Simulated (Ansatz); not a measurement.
**interstitial Ga in Si: hop to the nearest equivalent void, part 1 of 2**

Aim: the minimum-energy path and barrier of the hop to the nearest equivalent void. The ends are relaxed first, then joined by a nudged elastic band. The host cell (diamond) has 16 atoms; the extra atom is the last.

Program: Ansatz 0.2.0. Level of theory: DFT PBE+D3(BJ), plane waves, PAW, scalar-relativistic, collinear spin. These are calculated values, not measurements.

### 1 The system as given

The cell holds 17 atoms (GaSi16): a = 7.679 Å, b = 7.679 Å, c = 7.679 Å, α = 60.00°, β = 60.00°, γ = 60.00°.

Structure file:

```
Si Ga
1.0
     0.00000    5.43000    5.43000
     5.43000    0.00000    5.43000
     5.43000    5.43000    0.00000
Si Ga
16 1
Cartesian
  0.0000 0.0000 0.0000
  1.3575 1.3575 1.3575
  2.7150 2.7150 0.0000
  4.0725 4.0725 1.3575
  2.7150 0.0000 2.7150
  4.0725 1.3575 4.0725
  5.4300 2.7150 2.7150
  6.7875 4.0725 4.0725
  0.0000 2.7150 2.7150
  1.3575 4.0725 4.0725
  2.7150 5.4300 2.7150
  4.0725 6.7875 4.0725
  2.7150 2.7150 5.4300
  4.0725 4.0725 6.7875
  5.4300 5.4300 5.4300
  6.7875 6.7875 6.7875
  6.7139 6.8004 4.0613
```

### 2 End point A

Contents of input.yaml:

```yaml
crystal:
  lattice:
    - [0.0, 5.43, 5.43]
    - [5.43, 0.0, 5.43]
    - [5.43, 5.43, 0.0]
  atoms:
    - { symbol: Si, position: [0.0, 0.0, 0.0] }
    - { symbol: Si, position: [0.125, 0.125, 0.125] }
    - { symbol: Si, position: [0.0, 0.0, 0.5] }
    - { symbol: Si, position: [0.125, 0.125, 0.625] }
    - { symbol: Si, position: [0.0, 0.5, 0.0] }
    - { symbol: Si, position: [0.125, 0.625, 0.125] }
    - { symbol: Si, position: [0.0, 0.5, 0.5] }
    - { symbol: Si, position: [0.125, 0.625, 0.625] }
    - { symbol: Si, position: [0.5, 0.0, 0.0] }
    - { symbol: Si, position: [0.625, 0.125, 0.125] }
    - { symbol: Si, position: [0.5, 0.0, 0.5] }
    - { symbol: Si, position: [0.625, 0.125, 0.625] }
    - { symbol: Si, position: [0.5, 0.5, 0.0] }
    - { symbol: Si, position: [0.625, 0.625, 0.125] }
    - { symbol: Si, position: [0.5, 0.5, 0.5] }
    - { symbol: Si, position: [0.625, 0.625, 0.625] }
    - { symbol: Ga, position: [0.3819315, 0.3659995, 0.8704383], spin: 1.0 }
magnetization:
  spin_polarized: true
basis:
  ecutwfc: 420.0
kpoints:
  mp_grid: { grid: [2, 2, 2] }
hamiltonian:
  xc: pbe
  dispersion: d3bj
  pseudopotentials: { kind: paw, azcp: { folder: soft_1 } }
scf:
  occupations: { method: gaussian, width: 0.02 }
  lower_state_search: "off"
relax:
  f_tol: 0.03
  max_steps: 60
  adjacent_minimum: "off"
```

Command:

```
$ ansatz run input.yaml --threads 2 --pin off --max-ram 5120MiB --backend cpu --events-out ev --progress --plain --runs-dir out
```

The program printed, shortened:

```text
Warning: RAYON_NUM_THREADS=2 ignored (pool sized by the plan → 2); use --threads N
[...]
Pseudopotentials: kind: paw
Pseudopotential: Si, paw, valence charge 4, recommended cutoff 420 eV (normal), <dir>
Pseudopotential: Ga, paw, valence charge 13, recommended cutoff 420 eV (normal), <dir>
Functional definition: PBE
[...]
Crystal: 17 atoms, lattice volume = 320.206 Å³
Basis set: ecut = 420 eV, 6231 PW (Γ), exchange–correlation on 108×108×108 points (8 copies of the dense FFT grid, shifted against one another)
Bands: 56, of which v1, the nominal top of the filled ones, is band 39 counted from 1 (38 counted from 0)
Symmetry: 1 space group operations
Space group: P1 (ITA 1), of the structure as read, at distance tolerance 6.8e-5 Å
Magnetic group: BNS 1.1 (UNI 1), of the structure as read, at distance tolerance 6.8e-5 Å
k-points: 8
[...]
Starting moments: Σ|m| = 1 μB on 1 of 17 sites
[...]
SCF iter   1: F=—  HF=-13958.712680 eV  |F-HF|=—  |Δ(HF+E_count)|=         —  Δρ=3.56e-2 (↑3.56e-2 ↓3.34e-2)  dr2=6.74e0  dr2_m=1.92e0  M=0.192 μB ∫|m|=0.201 μB  β_m=0.30  ethr=3.10e-3  ⟨swp⟩=9.4  Hψ=4965  notcnv=0  defer=14
[...]
spin=Collinear: Kerker preconditioning applied to the charge; magnetization (m = ρ↑ − ρ↓) channel mixes plain (no charge-response kernel on spin).
[...]
spin-set hold released at iteration 7 (site moments contracting): the magnetisation degrees of freedom join the quasi-Newton model from the next iteration; the mixer history was flushed
[...]
relax step   1: F+E_penalty+E_count = -13957.19927297 eV  Δ(F+E_penalty+E_count) = +0.000e0 eV  max|allowed force component| = 1.261e0 eV/Å  Δτ_max = 0.0000 Å  (13 SCF iters, dr2 threshold 2.25e-5 eV, accepted)
[...]
Starting moments: Σ|m| = 1 μB on 1 of 17 sites; this step starts from the density that it was given
[...]
spin=Collinear: Kerker preconditioning applied to the charge; magnetization (m = ρ↑ − ρ↓) channel mixes plain (no charge-response kernel on spin).
[...]
SCF iter   9: F=-13957.530268 eV  HF=-13957.530268 eV  |F-HF|=2.46e-8  |Δ(HF+E_count)|=   8.69e-7  Δρ=1.98e-6 (↑1.98e-6 ↓1.62e-6)  dr2=3.60e-8  dr2_m=5.72e-9  M=0.247 μB ∫|m|=0.261 μB  ethr=7.68e-10  ⟨swp⟩=1.0  Hψ=2272  notcnv=0
[...]
```

### 3 The log goes on: end point A relaxed

Output, continued:

```text
relax step   2: F+E_penalty+E_count = -13957.53026833 eV  Δ(F+E_penalty+E_count) = -3.310e-1 eV  max|allowed force component| = 5.005e-1 eV/Å  Δτ_max = 0.0611 Å  (9 SCF iters, dr2 threshold 9.93e-5 eV, accepted)
SCF iter   1: F=—  HF=-13957.574222 eV  |F-HF|=—  |Δ(HF+E_count)|=         —  Δρ=2.42e-3 (↑2.07e-3 ↓2.42e-3)  dr2=2.93e-2  dr2_m=1.20e-2  M=0.247 μB ∫|m|=0.269 μB  β_m=0.30  ethr=6.92e-4  ⟨swp⟩=4.1  Hψ=2221  notcnv=0  defer=166
preconditioner: auto → Resta (q_TF=auto, 2.151 Å⁻¹)  ε∞=4.8  [insulator: Δε(μ)=0.067 eV  Ē_g=9.324 eV  σ=0.020 eV  W_gap=0.98  n_scr=58 (ndim 8)  ℏωp=18.2 eV  f_vac=0.000  D(μ)=0.67/eV (n_scr^D=0)  ε∞_Penn≈4.8]
spin=Collinear: Resta preconditioning applied to the charge; magnetization (m = ρ↑ − ρ↓) channel mixes plain (no charge-response kernel on spin).
SCF iter   2: F=—  HF=-13957.575593 eV  |F-HF|=—  |Δ(HF+E_count)|=   1.37e-3  Δρ=1.67e-3 (↑1.44e-3 ↓1.67e-3)  dr2=9.47e-3  dr2_m=5.96e-3  M=0.247 μB ∫|m|=0.269 μB  β_m=0.57  ethr=3.80e-5  ⟨swp⟩=2.4  Hψ=1130  notcnv=0  defer=166
SCF iter   3: F=—  HF=-13957.579321 eV  |F-HF|=—  |Δ(HF+E_count)|=   3.73e-3  Δρ=2.43e-4 (↑2.25e-4 ↓2.43e-4)  dr2=1.70e-4  dr2_m=1.23e-4  M=0.248 μB ∫|m|=0.272 μB  β_m=0.71  ethr=1.23e-5  ⟨swp⟩=2.6  Hψ=1240  notcnv=0  defer=166
SCF iter   4: F=—  HF=-13957.579453 eV  |F-HF|=—  |Δ(HF+E_count)|=   1.32e-4  Δρ=5.19e-5 (↑5.19e-5 ↓5.01e-5)  dr2=2.09e-5  dr2_m=5.79e-7  M=0.248 μB ∫|m|=0.273 μB  β_m=0.60  ethr=2.20e-7  ⟨swp⟩=2.0  Hψ=1346  notcnv=0  defer=166
iter 5 did not close the SCF: its close was put off for a magnetic moment that had not settled (scf_convergence_deferred on its scf_iter line)
SCF iter   5: F=-13957.579433 eV  HF=-13957.579434 eV  |F-HF|=7.00e-7  |Δ(HF+E_count)|=   1.92e-5  Δρ=1.76e-5 (↑1.67e-5 ↓1.76e-5)  dr2=3.54e-6  dr2_m=1.31e-7  M=0.248 μB ∫|m|=0.273 μB  β_m=0.68  ethr=2.03e-8  ⟨swp⟩=4.0  Hψ=2796  notcnv=0
iter 6 did not close the SCF: its close was put off for a magnetic moment that had not settled (scf_convergence_deferred on its scf_iter line)
SCF iter   6: F=-13957.579434 eV  HF=-13957.579434 eV  |F-HF|=9.25e-8  |Δ(HF+E_count)|=   4.73e-7  Δρ=6.32e-6 (↑5.82e-6 ↓6.32e-6)  dr2=5.06e-7  dr2_m=3.21e-8  M=0.248 μB ∫|m|=0.273 μB  β_m=0.80  ethr=4.59e-9  ⟨swp⟩=2.0  Hψ=2324  notcnv=0
SCF iter   7: F=-13957.579435 eV  HF=-13957.579435 eV  |F-HF|=1.03e-8  |Δ(HF+E_count)|=   2.34e-7  Δρ=1.21e-6 (↑1.19e-6 ↓1.21e-6)  dr2=3.03e-8  dr2_m=6.73e-10  M=0.248 μB ∫|m|=0.273 μB  ethr=6.57e-10  ⟨swp⟩=1.0  Hψ=2218  notcnv=0
SCF 3 converged in 7 iterations: F = -13957.579435 eV  dr2 = 3.03e-8
relax step   3: F+E_penalty+E_count = -13957.57943463 eV  Δ(F+E_penalty+E_count) = -4.917e-2 eV  max|allowed force component| = 1.010e-1 eV/Å  Δτ_max = 0.0468 Å  (7 SCF iters, dr2 threshold 1.57e-5 eV, accepted)
SCF iter   1: F=—  HF=-13957.569906 eV  |F-HF|=—  |Δ(HF+E_count)|=         —  Δρ=2.36e-3 (↑2.01e-3 ↓2.36e-3)  dr2=1.73e-3  dr2_m=1.35e-2  M=0.248 μB ∫|m|=0.276 μB  β_m=0.30  ethr=1.02e-4  ⟨swp⟩=3.5  Hψ=1935  notcnv=0  defer=166
preconditioner: auto → Resta (q_TF=auto, 2.151 Å⁻¹)  ε∞=4.8  [insulator: Δε(μ)=0.075 eV  Ē_g=9.332 eV  σ=0.020 eV  W_gap=0.99  n_scr=58 (ndim 8)  ℏωp=18.2 eV  f_vac=0.000  D(μ)=0.36/eV (n_scr^D=0)  ε∞_Penn≈4.8]
spin=Collinear: Resta preconditioning applied to the charge; magnetization (m = ρ↑ − ρ↓) channel mixes plain (no charge-response kernel on spin).
SCF iter   2: F=—  HF=-13957.576416 eV  |F-HF|=—  |Δ(HF+E_count)|=   6.51e-3  Δρ=1.66e-3 (↑1.41e-3 ↓1.66e-3)  dr2=8.18e-4  dr2_m=6.68e-3  M=0.248 μB ∫|m|=0.275 μB  β_m=0.65  ethr=2.25e-6  ⟨swp⟩=2.0  Hψ=1393  notcnv=0  defer=166
SCF iter   3: F=—  HF=-13957.582785 eV  |F-HF|=—  |Δ(HF+E_count)|=   6.37e-3  Δρ=3.18e-5 (↑3.18e-5 ↓2.77e-5)  dr2=8.71e-6  dr2_m=7.83e-7  M=0.248 μB ∫|m|=0.274 μB  β_m=0.73  ethr=1.06e-6  ⟨swp⟩=2.0  Hψ=1363  notcnv=0  defer=166
SCF iter   4: F=—  HF=-13957.582751 eV  |F-HF|=—  |Δ(HF+E_count)|=   3.35e-5  Δρ=1.16e-5 (↑1.16e-5 ↓1.01e-5)  dr2=9.51e-7  dr2_m=8.60e-8  M=0.248 μB ∫|m|=0.274 μB  β_m=0.80  ethr=1.13e-8  ⟨swp⟩=2.0  Hψ=1346  notcnv=0  defer=166
SCF iter   5: F=—  HF=-13957.582752 eV  |F-HF|=—  |Δ(HF+E_count)|=   4.23e-7  Δρ=6.25e-6 (↑6.25e-6 ↓6.11e-6)  dr2=3.42e-7  dr2_m=8.77e-9  M=0.248 μB ∫|m|=0.274 μB  β_m=0.68  ethr=1.23e-9  ⟨swp⟩=2.0  Hψ=1347  notcnv=0  defer=166
iter 6 did not close the SCF: its close was put off for a magnetic moment that had not settled (scf_convergence_deferred on its scf_iter line)
SCF iter   6: F=-13957.582751 eV  HF=-13957.582751 eV  |F-HF|=1.30e-8  |Δ(HF+E_count)|=   2.18e-7  Δρ=1.33e-6 (↑1.32e-6 ↓1.33e-6)  dr2=1.95e-8  dr2_m=1.37e-9  M=0.248 μB ∫|m|=0.274 μB  β_m=0.78  ethr=1.30e-10  ⟨swp⟩=3.0  Hψ=3211  notcnv=0
SCF iter   7: F=-13957.582751 eV  HF=-13957.582751 eV  |F-HF|=1.62e-9  |Δ(HF+E_count)|=   1.76e-8  Δρ=3.45e-7 (↑3.45e-7 ↓3.42e-7)  dr2=1.71e-9  dr2_m=4.52e-11  M=0.248 μB ∫|m|=0.274 μB  ethr=2.54e-11  ⟨swp⟩=1.0  Hψ=2306  notcnv=0
SCF 4 converged in 7 iterations: F = -13957.582751 eV  dr2 = 1.71e-9
relax step   4: F+E_penalty+E_count = -13957.58275145 eV  Δ(F+E_penalty+E_count) = -3.317e-3 eV  max|allowed force component| = 1.041e-2 eV/Å  Δτ_max = 0.0268 Å  (7 SCF iters, accepted)
SCF converged after 7 iterations
Magnetization: 0.2483 μB (38.6242 up, 38.3758 down)
Absolute magnetization: 0.2743 μB (∫|ρ↑−ρ↓|, with the PAW one-centre terms)
Spin contamination: 0.0002 ħ² per cell (⟨S²⟩ above its minimum at these occupations)
Per-site moments (μB) at R_I (Å): [(0.002736724803136871, 0.9602872665903815), (0.004159358732563992, 0.9661764346311094), (0.0027645230790001273, 0.9600218598299581), (1.856234032056698e-5, 0.9600192437213286), (0.0041146868246458345, 0.9343532935294202), (0.004104519329060127, 0.9662810663023569), (0.0027418189045337795, 0.9602474631163557), (0.004170181727088184, 0.9661302831460269), (0.0041241821762534455, 0.93437220582959), (0.0041596330513101135, 0.9661803019584416), (0.0027647259643221434, 0.9600192437213286), (0.0042299861380691575, 0.9660335841565886), (0.004114667787235221, 0.9343540557565821), (0.0002797435341549473, 0.9342981990243919), (0.0041209491415955535, 0.9342981990243919), (0.004170421197515823, 0.9661342332121117), (-0.0008413008098263467, 1.0052972345928688)]
Free energy (F): -13957.582751 eV
Harris-Foulkes:  -13957.582751 eV  (|F-HF|=1.62e-9)
Internal energy: -13957.582680 eV  (E = F + TS)
E sigma→0 (E₀):  -13957.582716 eV
Entropy (-TS):   -0.000071 eV (-0.004 meV/atom)
Fermi energy:    7.521539 eV
--- Per-component energies (eV) ---
  E_band       = 44.299394
  E_kinetic    = 777.528204
  E_local      = -2652.803421  (includes V_loc(G=0)·N_el)
  E_nonlocal   = 267.119113
  E_hartree    = 1449.750087
  E_xc         = -973.223096
  E_vxc        = -828.564379  (∫ρ·V_xc dr)
  E_paw        = -10169.309549  (= ΣΔE_a)
  E_vpaw       = -418.480749  (= ΣTr[D̂ρ^β])
  E_aug_tail   = 0.000414  (compensation charges beyond the density's cutoff)
  E_ewald      = -2651.019532
  E_disp       = -5.624900  (pairwise vdW)
  E_smearing   = -0.000071  (= −TS)
  E_closure    = 0.000000  (closes the sum)
  Σ components = -13957.582751   (vs F -13957.582751, Δ=0.00e0)
--- Forces (eV/Å), atoms counted from 1 ---
  atom   1  Si    -0.00686881    -0.00262296     0.00256608
  atom   2  Si    -0.00076165    -0.00639190    -0.00624195
  atom   3  Si    -0.00080341     0.00452411     0.00738764
  atom   4  Si     0.00728418     0.00146070    -0.00147653
  atom   5  Si    -0.00177710    -0.00154753    -0.00257228
  atom   6  Si     0.00844455    -0.00197885     0.00211058
  atom   7  Si    -0.01040573     0.00329149    -0.00335724
  atom   8  Si     0.00260096    -0.00527722    -0.00569383
  atom   9  Si     0.00212574     0.00208543    -0.00207699
  atom  10  Si    -0.00062845     0.00627634     0.00640770
  atom  11  Si    -0.00094403    -0.00730454    -0.00444931
  atom  12  Si    -0.00652116     0.00133681    -0.00145383
  atom  13  Si    -0.00190619     0.00246478     0.00149420
  atom  14  Si     0.00061776    -0.00130093     0.00121353
  atom  15  Si     0.00325268    -0.00011076     0.00017499
  atom  16  Si     0.00273269     0.00570774     0.00528437
  atom  17  Ga     0.00355044    -0.00061036     0.00068090
  max |Σ_I F_I| component: 7.54e-6 eV/Å
--- Relaxed structure (4 steps of the walk, 4 accepted, 0 SCFs on fresh bases) ---
  F+E_penalty+E_count = -13957.58275145 eV   max|allowed force component| = 1.041e-2 eV/Å
  atoms:
    - { symbol: Si, position: [0.0015055073515040606, 0.0008339665108436274, -0.003828019606598906] }
    - { symbol: Si, position: [0.12274447580573902, 0.12160996947167066, 0.12768790982256364] }
    - { symbol: Si, position: [0.0015822274559773048, 0.0008464087728298781, 0.5011751626654807] }
    - { symbol: Si, position: [0.1252265192755474, 0.12467370803816845, 0.6248864634837421] }
    - { symbol: Si, position: [-0.013002733466571492, 0.5040002180846941, 0.004241149298747138] }
    - { symbol: Si, position: [0.12257779024436688, 0.6272677028838181, 0.12759344289541402] }
    - { symbol: Si, position: [0.0014731559619661772, 0.4959438445097769, 0.501126523195577] }
    - { symbol: Si, position: [0.1227932925623273, 0.6273776014641291, 0.6218525306311243] }
    - { symbol: Si, position: [0.5051024810428101, -0.01457309570440038, 0.00438391389299822] }
    - { symbol: Si, position: [0.6279743282145518, 0.12160952686416487, 0.12768820388364555] }
    - { symbol: Si, position: [0.4964084002130966, 0.0008476920850858105, 0.5011768666819655] }
    - { symbol: Si, position: [0.6281544707529783, 0.12175385784260273, 0.6219535276459089] }
    - { symbol: Si, position: [0.5047803062185022, 0.5040030675663657, 0.004245358888173012] }
    - { symbol: Si, position: [0.6257392946707738, 0.6241614528769126, 0.12438623957615758] }
    - { symbol: Si, position: [0.5051200987494932, 0.5041513207582232, 0.4856230991456494] }
    - { symbol: Si, position: [0.627992928484752, 0.6273774359422312, 0.6218526049703611] }
    - { symbol: Ga, position: [0.37575895646218554, 0.3741148220328841, 0.8743933229290912] }
```

It took 33 s on 2 threads of Arm Neoverse V2, shared host; peak memory 0.73 GiB.

Relaxation path:

| step | energy from step 1 (eV/cell) | largest force component (eV/Å) |
| --- | --- | --- |
| 1 | 0.0000 | 1.2606 |
| 2 | -0.3310 | 0.5005 |
| 3 | -0.3802 | 0.1010 |
| 4 | -0.3835 | 0.0104 |

Step 1 is the start.

The largest move, 0.09 Å, is shared by several atoms, Si9 among them.

### 4 Relaxing end B

The second end starts from a geometry with the move made by hand.

input.yaml: that of step 2 with these lines changed.

```diff
@@ -22,3 +22,3 @@
     - { symbol: Si, position: [0.625, 0.625, 0.625] }
-    - { symbol: Ga, position: [0.3819315, 0.3659995, 0.8704383], spin: 1.0 }
+    - { symbol: Ga, position: [0.24875805, 0.24478293, 1.25850065], spin: 1.0 }
 magnetization:
```

Command:

```
$ ansatz run input.yaml --threads 2 --pin off --max-ram 5120MiB --backend cpu --events-out ev --progress --plain --runs-dir out
```

The program printed, shortened:

```text
Warning: RAYON_NUM_THREADS=2 ignored (pool sized by the plan → 2); use --threads N
[...]
[... 4 set-up lines as earlier in the session ...]
[...]
Crystal: 17 atoms, lattice volume = 320.206 Å³
Basis set: ecut = 420 eV, 6231 PW (Γ), exchange–correlation on 108×108×108 points (8 copies of the dense FFT grid, shifted against one another)
Bands: 56, of which v1, the nominal top of the filled ones, is band 39 counted from 1 (38 counted from 0)
[... 2 set-up lines as earlier in the session ...]
Magnetic group: BNS 1.1 (UNI 1), of the structure as read, at distance tolerance 6.8e-5 Å
k-points: 8
[...]
Starting moments: Σ|m| = 1 μB on 1 of 17 sites
[...]
spin=Collinear: Kerker preconditioning applied to the charge; magnetization (m = ρ↑ − ρ↓) channel mixes plain (no charge-response kernel on spin).
[...]
spin-set hold released at iteration 7 (site moments contracting): the magnetisation degrees of freedom join the quasi-Newton model from the next iteration; the mixer history was flushed
[...]
relax step   1: F+E_penalty+E_count = -13957.20982583 eV  Δ(F+E_penalty+E_count) = +0.000e0 eV  max|allowed force component| = 1.230e0 eV/Å  Δτ_max = 0.0000 Å  (13 SCF iters, dr2 threshold 2.25e-5 eV, accepted)
[...]
relax step   2: F+E_penalty+E_count = -13957.53520696 eV  Δ(F+E_penalty+E_count) = -3.254e-1 eV  max|allowed force component| = 4.934e-1 eV/Å  Δτ_max = 0.0605 Å  (9 SCF iters, dr2 threshold 9.45e-5 eV, accepted)
SCF iter   1: F=—  HF=-13957.580822 eV  |F-HF|=—  |Δ(HF+E_count)|=         —  Δρ=1.78e-3 (↑1.57e-3 ↓1.78e-3)  dr2=2.81e-2  dr2_m=5.69e-3  M=0.247 μB ∫|m|=0.269 μB  β_m=0.30  ethr=6.14e-4  ⟨swp⟩=4.2  Hψ=2209  notcnv=0  defer=166
[...]
```

### 5 The output, continued: end point B relaxed

Output, continued, shortened:

```text
spin=Collinear: Resta preconditioning applied to the charge; magnetization (m = ρ↑ − ρ↓) channel mixes plain (no charge-response kernel on spin).
SCF iter   2: F=—  HF=-13957.579150 eV  |F-HF|=—  |Δ(HF+E_count)|=   1.67e-3  Δρ=1.22e-3 (↑1.08e-3 ↓1.22e-3)  dr2=8.88e-3  dr2_m=2.82e-3  M=0.247 μB ∫|m|=0.269 μB  β_m=0.54  ethr=3.65e-5  ⟨swp⟩=2.4  Hψ=1114  notcnv=0  defer=166
[...]
relax step   3: F+E_penalty+E_count = -13957.58005717 eV  Δ(F+E_penalty+E_count) = -4.485e-2 eV  max|allowed force component| = 8.648e-2 eV/Å  Δτ_max = 0.0459 Å  (7 SCF iters, dr2 threshold 1.52e-5 eV, accepted)
[...]
relax step   4: F+E_penalty+E_count = -13957.58277397 eV  Δ(F+E_penalty+E_count) = -2.717e-3 eV  max|allowed force component| = 7.984e-3 eV/Å  Δτ_max = 0.0212 Å  (8 SCF iters, accepted)
SCF converged after 8 iterations
Magnetization: 0.2483 μB (38.6242 up, 38.3758 down)
[...]
    - { symbol: Si, position: [-0.002859729878699563, 0.5023790903401578, 0.5033281908956865] }
    - { symbol: Si, position: [0.1286810241376412, 0.6235669733404641, 0.624120109047857] }
    - { symbol: Si, position: [0.5027094756810271, -0.002924795142780323, -0.002404827099589668] }
    - { symbol: Si, position: [0.6387219267020735, 0.12012885336420875, 0.12086204821503066] }
    - { symbol: Si, position: [0.5026514503028463, -0.0029653109077868445, 0.5032395885518537] }
    - { symbol: Si, position: [0.6236341196482106, 0.12860312286056597, 0.6241284895446513] }
    - { symbol: Si, position: [0.5027769458272326, 0.502410326756499, -0.002353530974877449] }
    - { symbol: Si, position: [0.6236425110508401, 0.623583062775368, 0.12912945474714577] }
    - { symbol: Si, position: [0.4999162530967212, 0.4997722481806495, 0.5004154842098658] }
    - { symbol: Si, position: [0.6236320668575764, 0.6235673635418749, 0.6241228934334697] }
    - { symbol: Ga, position: [0.24996039748322957, 0.2493837847907318, 1.2508317299421978] }
```

Wall time 34 s (2 threads of Arm Neoverse V2, shared host); peak memory 0.73 GiB.

The steps of the relaxation:

| step | energy from step 1 (eV/cell) | largest force component (eV/Å) |
| --- | --- | --- |
| 1 | 0.0000 | 1.2299 |
| 2 | -0.3254 | 0.4934 |
| 3 | -0.3702 | 0.0865 |
| 4 | -0.3729 | 0.0080 |

Step 1 is the start.

Largest move: Si4, 0.09 Å.

(Continued in part 2 of 2.)
